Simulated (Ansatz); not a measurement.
# Si3Ge2H12: ionisation energy by level of theory

Aim: the vertical ionisation energy of Si3Ge2H12, as cation minus neutral at the neutral's geometry, on several levels, and how well −ε(HOMO) stands in for it.

Computed with Ansatz 0.2.0, Gaussian basis. Level: unrestricted cation, the program's frozen cores in correlated methods.

Levels to be run: UKS PBE-D4/def2-TZVPP; UKS r2SCAN-D4/def2-TZVPP; UKS PBE0-D4/def2-TZVPP; UKS B3LYP-D4/def2-TZVPP; UKS wB97X-V/def2-TZVPP; UKS wB97M-V/def2-TZVPP; UKS B2PLYP/def2-TZVPP; UHF-CCSD(T)/def2-TZVPP; UHF-MP2/def2-QZVPP; extrapolation to the limit; then −ε(HOMO) from the neutral's earlier runs with LDA (SPW92), PBE-D4, revPBE-D4, BLYP-D4, r2SCAN-D4, B97M-V, PBE0-D4, B3LYP-D4, r2SCANh-D4, r2SCAN0-D4, HSE06-D4, BHLYP-D4, CAM-B3LYP-D4, LC-ωPBE, ωB97X-V, ωB97M-V.

## Step 1: The relaxed structure

The geometry comes from an earlier relaxation with PBE0-D4 in a triple-zeta def2 set; it is a stationary point, not always the lowest conformer.

SMILES `[SiH3][SiH2][GeH2][SiH2][GeH3]`, 17 atoms, charge 0, spin multiplicity 1.

Atoms are counted from 1 here; the program's logs count them from 0.

Bond lengths: Si1–Si2 2.337 Å, Si1–H6 1.488 Å, Si1–H7 1.488 Å, Si1–H8 1.488 Å, Si2–Ge3 2.382 Å, Si2–H9 1.489 Å, Si2–H10 1.490 Å, Ge3–Si4 2.381 Å, Ge3–H11 1.541 Å, Ge3–H12 1.541 Å, Si4–Ge5 2.379 Å, Si4–H13 1.489 Å, Si4–H14 1.489 Å, Ge5–H15 1.538 Å, Ge5–H16 1.538 Å, Ge5–H17 1.538 Å. Angles: Si2–Si1–H6 109.8°, Si2–Si1–H7 111.6°, Si2–Si1–H8 109.4°, H6–Si1–H7 108.8°, H6–Si1–H8 108.4°, H7–Si1–H8 108.8°, Si1–Si2–Ge3 109.4°, Si1–Si2–H9 110.4°, Si1–Si2–H10 109.4°, Ge3–Si2–H9 110.8°, Ge3–Si2–H10 108.4°, H9–Si2–H10 108.3°, Si2–Ge3–Si4 108.7°, Si2–Ge3–H11 110.2°, Si2–Ge3–H12 110.0°, Si4–Ge3–H11 109.6°, Si4–Ge3–H12 110.4°, H11–Ge3–H12 108.0° and more.

## Step 2: Cation, UKS PBE-D4/def2-TZVPP

File in.yaml:

```yaml
crystal:
  periodic: [false, false, false]
  atoms:
    - {symbol: Si, position_ang: [0.133448, 2.649765, 0.282286]}
    - {symbol: Si, position_ang: [-1.102506, 1.236802, -1.109737]}
    - {symbol: Ge, position_ang: [0.264572, -0.588124, -1.798750]}
    - {symbol: Si, position_ang: [1.249739, -1.574502, 0.131647]}
    - {symbol: Ge, position_ang: [-0.428043, -1.948725, 1.776306]}
    - {symbol: H, position_ang: [1.305407, 3.188139, -0.460155]}
    - {symbol: H, position_ang: [-0.687695, 3.788836, 0.774104]}
    - {symbol: H, position_ang: [0.631712, 1.878247, 1.453408]}
    - {symbol: H, position_ang: [-1.616805, 1.987697, -2.288590]}
    - {symbol: H, position_ang: [-2.267457, 0.693577, -0.356695]}
    - {symbol: H, position_ang: [-0.584343, -1.638145, -2.540579]}
    - {symbol: H, position_ang: [1.357848, -0.092150, -2.764209]}
    - {symbol: H, position_ang: [1.921397, -2.858622, -0.210841]}
    - {symbol: H, position_ang: [2.273010, -0.643125, 0.682158]}
    - {symbol: H, position_ang: [0.147727, -2.634199, 3.026681]}
    - {symbol: H, position_ang: [-1.545079, -2.837091, 1.202551]}
    - {symbol: H, position_ang: [-1.052943, -0.608388, 2.200405]}
basis:
  gaussian: {orbitals: def2-TZVPP}
total_charge: 1
magnetization: {spin_polarized: true, initial_magnetization: 1}
hamiltonian: {xc: pbe, dispersion: d4}
```

Started as:

```bash
$ ansatz run in.yaml --threads 4 --pin off --events-out ev --progress --plain --max-ram 66560MiB --backend cuda --devices 0, --max-vram 37GiB
```

After this run come: Cation, UKS r2SCAN-D4/def2-TZVPP; Cation, UKS PBE0-D4/def2-TZVPP; Cation, UKS B3LYP-D4/def2-TZVPP; Cation, UKS wB97X-V/def2-TZVPP; Cation, UKS wB97M-V/def2-TZVPP; Cation, UKS B2PLYP (frozen core)/def2-TZVPP; Cation, UHF-CCSD(T)/def2-TZVPP; Cation, UHF-MP2/def2-QZVPP.

Before running them: what should the planned runs give, taken together? Wanted: ionisation energy, CCSD(T)/CBS; nearest functional by difference; nearest −ε(HOMO); −ε(HOMO) of PBE; T1 of the cation.

**Answer**, as computed:

| quantity | value |
| --- | --- |
| ionisation energy, CCSD(T)/CBS | 9.63 eV |
| nearest functional by difference | ωB97X-V (-0.06 eV) |
| nearest −ε(HOMO) | ωB97M-V (+0.09 eV) |
| −ε(HOMO) of PBE | 6.78 eV |
| T1 of the cation | 0.017 |

In words: By cation minus neutral, the functionals miss by 0.53 eV at most. −ε(HOMO) of PBE misses by 2.9 eV, since self-interaction lifts the level. Among orbital estimates ωB97M-V comes nearest. Hartree-Fock falls 0.78 eV short, as the neutral has more correlation energy than the cation. The cation may have settled in a state other than its lowest; no search over hole states beyond the program's own was made. Correlated methods include outer-core shells of Ge, which these sets cover unevenly. With outer-core shells in play the reference is unsure by up to some tenths of an eV, so close misses can't be ranked.
